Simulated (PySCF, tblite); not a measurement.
# FH9SSi4, a small molecule taken as a stand-in for a surface group (Si site with back bonds [SiH3], [SiH3], S[SiH3]): NMR shifts, core binding energies and electronic excitations

Aim: the NMR shifts, core binding energies and electronic excitations of `F[Si]([SiH3])([SiH3])S[SiH3]`.

Programs: tblite 0.8.0 and PySCF 2.14.0. All values are calculated, for the isolated system unless a continuum is named. Atoms count from 0, parts from 1.

## 1. Starting point

15 atoms, charge 0, multiplicity 1; geometry: distance geometry start.

## 2. Geometry optimisation with GFN2-xTB

What the job is given:

```
{"job": {"kind": "relax", "xc": "GFN2-xTB", "basis": "xTB"}, "charge": 0, "multiplicity": 1}
Si    -0.136175    -0.465542     0.189820
Si    -1.972764    -1.853075    -0.065302
Si    -1.089518     1.612073     0.392391
S      1.209247    -0.635576    -1.487865
Si     2.830080     0.415425    -0.581736
F      0.647663    -0.863325     1.517755
H     -2.747687    -1.495885    -1.289676
H     -1.552553    -3.281136    -0.196946
H     -2.874468    -1.737595     1.085591
H     -0.056771     2.665280     0.602412
H     -2.030491     1.673205     1.527638
H     -1.862469     1.979542    -0.836258
H      2.354041     1.737662    -0.134313
H      3.382792    -0.366793     0.539510
H      3.880697     0.618550    -1.619706
```

Level: GFN2-xTB geometry optimisation, gas phase.

Started as:

```sh
OMP_NUM_THREADS=1 python cluster_run.py task.json out
```

The driver reads the jobs from task.json and runs them one after another.

**Question.** The jobs that follow are: PBE0-D3(BJ)/def2-SVP geometry optimisation, gas phase; GIAO PBE0/pcSseg-1 NMR shielding, non-relativistic, gas phase; delta-SCF UKS SCAN, pcX-2 on the ionised atom, pcseg-1 elsewhere, spin-free X2C; TDDFT CAM-B3LYP/def2-SVPD, vertical, gas phase, core orbitals frozen in the response. Predict: point group; rotational constants (main isotopes); ¹H shifts against TMS (PBE0/pcSseg-1); ²⁹Si shifts against TMS (PBE0/pcSseg-1); ³³S shifts against CS2 (PBE0/pcSseg-1); ¹⁹F shifts against CFCl3 (PBE0/pcSseg-1); Si2p binding energies, SCAN/pcX-2 (standing for 3 of 4 atoms); S2p binding energies, SCAN/pcX-2; F1s binding energies, SCAN/pcX-2; lowest singlet (CAM-B3LYP/def2-SVPD); brightest single state of those computed; lowest triplet; vertical ionisation energy (ΔSCF).

The runs gave:

| quantity | value |
| --- | --- |
| point group | C1 |
| rotational constants (main isotopes) | 1.42, 0.84, 0.68 GHz |
| ¹H shifts against TMS (PBE0/pcSseg-1) | 4.84, 4.73, 4.72, 3.88, 3.79, 3.70, 3.63, 3.54, 3.30 ppm |
| ²⁹Si shifts against TMS (PBE0/pcSseg-1) | 61.1, -51.6, -101.6, -106.9 ppm |
| ³³S shifts against CS2 (PBE0/pcSseg-1) | -252 ppm |
| ¹⁹F shifts against CFCl3 (PBE0/pcSseg-1) | -192.4 ppm |
| Si2p binding energies, SCAN/pcX-2 (standing for 3 of 4 atoms) | Si0 107.84, Si1 106.88, Si2 106.86 eV |
| S2p binding energies, SCAN/pcX-2 | S3 169.12 eV |
| F1s binding energies, SCAN/pcX-2 | F5 691.92 eV |
| lowest singlet (CAM-B3LYP/def2-SVPD) | 5.34 eV (232 nm), f = 0.013 |
| brightest single state of those computed | state 5, 6.65 eV, f = 0.160 |
| lowest triplet | 4.86 eV |
| vertical ionisation energy (ΔSCF) | 9.10 eV |

What this shows: The start of the PBE0/def2-SVP relaxation was shaken at random by about 0.01 Å, so part of the energy gained, and of the first lengths quoted, undoes that. Over 8 steps the energy fell by 0.323 eV; of the close pairs, S3–Si4 changed most, 2.096 to 2.160 Å (PBE0/def2-SVP). Hydrogens of an XH3 group are listed apart at this fixed geometry; free rotation makes them one line at their mean. At PBE0/pcSseg-1: Shielding is most anisotropic at S3 (span 246 ppm, paramagnetic term -313 ppm). At SCAN/pcX-2: Si0 (silicon bonded to F, S, 2 Si) binds its Si2p electron 0.97 eV more tightly than Si2 (silicon bonded to Si, 3 H). Only 3 of the 4 Si atoms are covered by sound results. The lowest singlet, at 5.34 eV, is HOMO→LUMO 0.93 and is weak; of the 6 states computed, the strongest absorption comes from state 5 at 6.65 eV. The lowest triplet lies 0.48 eV below the lowest singlet (triplets in Tamm-Dancoff, singlets in full TDDFT). The orbital energy would give 8.52 eV for ionisation, ΔSCF gives 9.10 eV. A capped cluster stands for the solid here, so long-range fields and strain are missing, and bands or shifts of the capping hydrogens have no counterpart in it.
